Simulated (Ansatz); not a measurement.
# TmO4: the cost of one run

Method: DFT PBE, scalar-relativistic, plane waves, PAW; 4f electrons in the core of a trivalent norm-conserving potential, in Ansatz 0.2.0.

### 1 Starting point

The structure is trigonal, space group R-3m (No. 166). The conventional cell has a = 2.602 Å, b = 2.602 Å, c = 30.981 Å, α = 90.00°, β = 90.00°, γ = 120.00°. Tm (site symmetry -3m) is surrounded by 6 O at 2.46 Å and 6 Tm at 2.60 Å. Around O (site symmetry 3m) lie 3 Tm at 2.46 Å. O (site symmetry 3m) is surrounded by 12 O at 2.56 to 2.64 Å.

Coordinates:

```
CELL_PARAMETERS angstrom
1.30081 0.75102 10.32692
-1.30081 0.75102 10.32692
0.00000 -1.50205 10.32692
ATOMIC_POSITIONS crystal
Tm 0.00000 0.00000 0.00000
O 0.60367 0.60367 0.60367
O 0.20018 0.20018 0.20018
O 0.79982 0.79982 0.79982
O 0.39633 0.39633 0.39633
```

Recipe of the guess: species swapped into a database cell of SbPb4 (R-3m, No. 166), with Tm on the Sb sites and O on the Pb sites. Lengths come from tabulated atomic sizes and are only a guess.

### 2 A first look at the guess

input.yaml reads:

```yaml
crystal:
  lattice:
    - [1.30080971, 0.75102283, 10.32691923]
    - [-1.30080971, 0.75102283, 10.32691923]
    - [0.0, -1.50204567, 10.32691923]
  atoms:
    - { symbol: Tm, position: [0.0, 0.0, 0.0] }
    - { symbol: O, position: [0.60367298, 0.60367298, 0.60367298] }
    - { symbol: O, position: [0.20018201, 0.20018201, 0.20018201] }
    - { symbol: O, position: [0.79981799, 0.79981799, 0.79981799] }
    - { symbol: O, position: [0.39632702, 0.39632702, 0.39632702] }
basis:
  ecutwfc: 690
kpoints:
  mp_grid: { grid: [6, 6, 6] }
hamiltonian:
  xc: pbe
  pseudopotentials:
    kind: paw
    azcp: { Tm: "pseudopotentials/pbe/nc/lanthanide_3plus/Tm.nc.azcp" }
scf:
  occupations: { method: gaussian, width: 0.1 }
  lower_state_search: "off"
output:
  forces: true
  stress: true
  eigenvalues: true
```

Started as:

```console
ansatz run input.yaml --threads 1 --pin off --max-ram 2560MiB --backend cpu --events-out ev --progress --plain --runs-dir out
```

**Question.** How long does this run take on 1 thread of Intel Xeon at 2.70GHz, shared host, and how much memory does it need?

About 8.4 s, with a peak of 0.38 GiB.
